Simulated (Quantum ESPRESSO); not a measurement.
# Ta3AsAu2O13 under changes of volume

One of the cells (13.456 Å³/atom); the others are scaled copies at fixed shape and fractional positions:

```
Ta As Au O
1.0
     5.40201   -0.00077   -0.00162
    -2.01720    5.60758   -0.00284
    -0.71822   -1.86353    8.44196
Ta As Au O
3 1 2 13
Direct
  0.37386 0.58885 0.59831
  0.46236 0.26627 0.18689
  0.70830 0.86746 0.02761
  0.97877 0.98236 0.65371
  0.10388 0.53998 0.17237
  0.66302 0.32022 0.80522
  0.06196 0.03577 0.14158
  0.98182 0.01457 0.85130
  0.11152 0.27055 0.61508
  0.16027 0.81199 0.58364
  0.43055 0.53360 0.06777
  0.91171 0.61275 0.98081
  0.60406 0.15754 0.98626
  0.55565 0.98713 0.20984
  0.30756 0.45473 0.35006
  0.79668 0.50556 0.28659
  0.66380 0.88131 0.55106
  0.47145 0.71751 0.81742
  0.65279 0.45184 0.61449
```

The cell was built by a generator and needn't be a form met in nature.

```yaml
Program: Quantum ESPRESSO 7.5
Functional: PBE
Potentials_or_basis: SSSP 1.3 efficiency PBE
Cutoff: 816 eV
Density_cutoff: 5987 eV
k_mesh: 4 × 4 × 2
Occupations: fermi-dirac, width 0.05 eV
Spin: no spin polarisation
```

```csv
volume (Å³/atom),energy over the lowest point (meV/atom),pressure (GPa),gap on the mesh (eV),largest force (eV/Å)
12.649,40.22,15.0,0.56,2.150
12.918,18.90,9.8,0.53,1.735
13.187,?,?,?,?
13.456,0.00,1.1,0.48,1.007
13.726,0.79,-2.6,0.45,0.713
13.995,7.47,-5.9,0.43,0.630
14.264,19.37,-8.8,0.41,0.934
```

Task: What does the run at 13.187 Å³/atom give?

Result: Energy over the lowest point 5.78 meV/atom; pressure 5.2 GPa; gap on the mesh 0.50 eV; largest force 1.355 eV/Å.

Worked out: A Birch-Murnaghan fit of order 3 (a polynomial in V^(-2/3)) to the other rows has its minimum at 13.56 Å³/atom with B0 = V·E''(V) = 189 GPa and B' = 4.6 at fixed shape and positions, which overstates the stiffness. It gives 5.78 meV/atom at 13.187 Å³/atom, against the run's 5.78, and -dE/dV = 5.5 GPa, against 5.2. A straight line through the other rows of the gap, of slope -1.26 eV per unit of ln V, gives 0.51 eV, against the run's 0.50.

Energies are extrapolated to zero smearing.

Caveats: spin-orbit coupling is left out, which moves the levels of the heavy elements; forces of over 1 eV/Å show positions far from the minimum, so gaps and moduli don't describe the material at rest (some runs).

A mesh can miss the band edges.
